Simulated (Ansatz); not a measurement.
# C3H8Cl2FHfN: a ladder of functionals and wavefunction methods

One table from this session's results is given with a row withheld; the runs are named, their logs left out.

Computed with Ansatz 0.2.0, Gaussian basis. Level: functionals in def2-TZVPP, the program's frozen cores in correlated methods.

Plan: LDA (SPW92), PBE-D4, revPBE-D4, BLYP-D4, r2SCAN-D4, B97M-V, PBE0-D4, B3LYP-D4, r2SCANh-D4, r2SCAN0-D4, HSE06-D4, BHLYP-D4, CAM-B3LYP-D4, LC-ωPBE, ωB97X-V, ωB97M-V, B2PLYP, PBE-QIDH; CCSD(T)/def2-SVP; CCSD(T)/def2-TZVPP; MP2/def2-QZVPP; extrapolation to the limit; RPA on PBE.

1 further run of the same task is left out (for a known fault of the program).

### The geometry

All runs share one geometry, relaxed beforehand with PBE0-D4 in a triple-zeta def2 set. Hf takes the def2 core potential; no spin-orbit term is included.

SMILES `CC(C)[NH][Hf]([F])([Cl])[Cl]`, 16 atoms, charge 0, spin multiplicity 1.

Atoms are counted from 1 here; the program's logs count them from 0.

Bond lengths: C1–C2 1.520 Å, C1–H9 1.093 Å, C1–H10 1.093 Å, C1–H11 1.093 Å, C2–C3 1.519 Å, C2–N4 1.459 Å, C2–H12 1.099 Å, C3–H13 1.095 Å, C3–H14 1.091 Å, C3–H15 1.095 Å, N4–Hf5 1.999 Å, N4–H16 1.015 Å, Hf5–F6 1.901 Å, Hf5–Cl7 2.356 Å, Hf5–Cl8 2.346 Å. Angles: C2–C1–H9 110.8°, C2–C1–H10 110.3°, C2–C1–H11 111.1°, H9–C1–H10 108.5°, H9–C1–H11 107.9°, H10–C1–H11 108.1°, C1–C2–C3 111.4°, C1–C2–N4 111.2°, C1–C2–H12 108.4°, C3–C2–N4 109.6°, C3–C2–H12 107.9°, N4–C2–H12 108.3°, C2–C3–H13 111.3°, C2–C3–H14 110.7°, C2–C3–H15 111.0°, H13–C3–H14 107.3°, H13–C3–H15 108.9°, H14–C3–H15 107.5° and more.

The first run:

File in.yaml:

```yaml
crystal:
  periodic: [false, false, false]
  atoms:
    - {symbol: C, position_ang: [-1.002388, -1.648639, 0.591515]}
    - {symbol: C, position_ang: [0.226474, -0.872855, 0.145302]}
    - {symbol: C, position_ang: [0.775139, -0.009387, 1.267574]}
    - {symbol: N, position_ang: [-0.068503, -0.038969, -1.014578]}
    - {symbol: Hf, position_ang: [0.071975, 1.934629, -1.299371]}
    - {symbol: F, position_ang: [-0.681026, 2.839597, 0.193829]}
    - {symbol: Cl, position_ang: [2.346201, 2.527823, -1.456518]}
    - {symbol: Cl, position_ang: [-1.078009, 2.374786, -3.296662]}
    - {symbol: H, position_ang: [-0.762545, -2.307875, 1.429557]}
    - {symbol: H, position_ang: [-1.791924, -0.961269, 0.906261]}
    - {symbol: H, position_ang: [-1.393934, -2.266943, -0.220256]}
    - {symbol: H, position_ang: [1.006684, -1.593229, -0.137954]}
    - {symbol: H, position_ang: [1.676584, 0.526721, 0.952963]}
    - {symbol: H, position_ang: [1.046812, -0.622271, 2.128443]}
    - {symbol: H, position_ang: [0.028676, 0.717458, 1.603419]}
    - {symbol: H, position_ang: [-0.400227, -0.599567, -1.793532]}
basis:
  gaussian: {orbitals: def2-TZVPP}
hamiltonian: {xc: lda}
output: {orbitals: {seedname: orbitals}}
```

Started as:

```sh
$ ansatz run in.yaml --threads 2 --pin off --events-out ev --progress --plain --max-ram 20480MiB --backend cuda --devices 0, --max-vram 18GiB
```

Among the steps run: LDA; PBE-D4 (GGA); revPBE-D4 (GGA); BLYP-D4 (GGA); r2SCAN-D4 (meta-GGA); B97M-V (meta-GGA); PBE0-D4 (hybrid); B3LYP-D4 (hybrid); r2SCANh-D4 (hybrid); r2SCAN0-D4 (hybrid); HSE06-D4 (hybrid); BHLYP-D4 (hybrid); CAM-B3LYP-D4 (range-separated); LC-ωPBE (range-separated); ωB97X-V (range-separated); ωB97M-V (range-separated); B2PLYP (double hybrid); PBE-QIDH (double hybrid).

One of the session's tables, all rows but one given; the rest of the session is left out.

It belongs to the step «Frontier levels by functional». 

```
  functional  HOMO (eV)  gap (eV)
 LDA (SPW92)      -6.40      4.03
      PBE-D4      -6.22      4.13
   revPBE-D4      -6.14      4.17
     BLYP-D4      -6.09      4.14
   r2SCAN-D4      -6.49      4.61
      B97M-V      -6.57      4.73
     PBE0-D4      -7.53      6.33
    B3LYP-D4          ?         ?
  r2SCANh-D4      -6.98      5.42
  r2SCAN0-D4      -7.73      6.66
    HSE06-D4      -7.13      5.55
    BHLYP-D4      -8.77      8.60
CAM-B3LYP-D4      -8.91      8.84
     LC-ωPBE     -10.27     11.40
     ωB97X-V      -9.92     10.94
     ωB97M-V      -9.82     10.70
```

Q: Estimate the row for B3LYP-D4 from the others.

Worked estimate for «HOMO (eV)». Against the share of exact exchange, BLYP-D4 (0, -6.09), BHLYP-D4 (0.5, -8.77) give a slope of -5.36 per unit share; at 0.2 the line stands at -7.16.

The run gave: HOMO (eV): -7.31; gap (eV): 5.89. In «HOMO (eV)» the line misses by +0.15.
